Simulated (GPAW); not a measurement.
MoI:

```xyz
2
Lattice="0.0000 3.1789 3.1789 3.1789 0.0000 3.1789 3.1789 3.1789 0.0000" Properties=species:S:1:pos:R:3 pbc="T T T"
Mo    0.0000    0.0000    0.0000
I     4.7683    4.7683    4.7683
```

The cell was built by a generator and needn't be a form met in nature.

```yaml
Program: GPAW 26.7.0
Task: relaxation of cell and atoms
Functional: PBE
Potentials_or_basis: GPAW PAW data sets (gpaw-data 1.2.1)
Cutoff: 600 eV
Basis: pw
k_mesh: 7 × 7 × 7
Occupations: fermi-dirac, width 0.05 eV
Spin: no spin polarisation
```

At the start: pressure -6.9 GPa; volume 32.12 Å³/atom.

Q: How do energy, volume and symmetry change on relaxing?

A: Over 5 steps the energy falls by 91.5 meV/atom and the volume is 28.43 Å³/atom (-11.5 %); space group F-43m (No. 216, to 0.05 Å).

The path:
```csv
step,energy change (eV),largest force (eV/Å),pressure (GPa),volume (Å³)
1,0.0000,0.0000,-6.94,64.25
2,-0.0749,0.0000,-5.68,62.36
3,-0.1760,0.0000,1.85,55.59
4,-0.1828,0.0000,-0.27,57.04
5,-0.1830,0.0000,-0.01,56.85
```

Final structure:
```cif
data_structure
_symmetry_space_group_name_H-M 'P 1'
_symmetry_Int_Tables_number 1
_cell_length_a 4.3161
_cell_length_b 4.3161
_cell_length_c 4.3161
_cell_angle_alpha 60.000
_cell_angle_beta 60.000
_cell_angle_gamma 60.000
_cell_volume 56.85
loop_
_atom_site_label
_atom_site_type_symbol
_atom_site_fract_x
_atom_site_fract_y
_atom_site_fract_z
_atom_site_occupancy
Mo1 Mo 0.00000 0.00000 0.00000 1
I1 I 0.75000 0.75000 0.75000 1
```

Caveat: later steps reuse the first step's grids; an odd number of electrons without spin polarisation forces a metal; a magnetic or distorted state may lie lower.
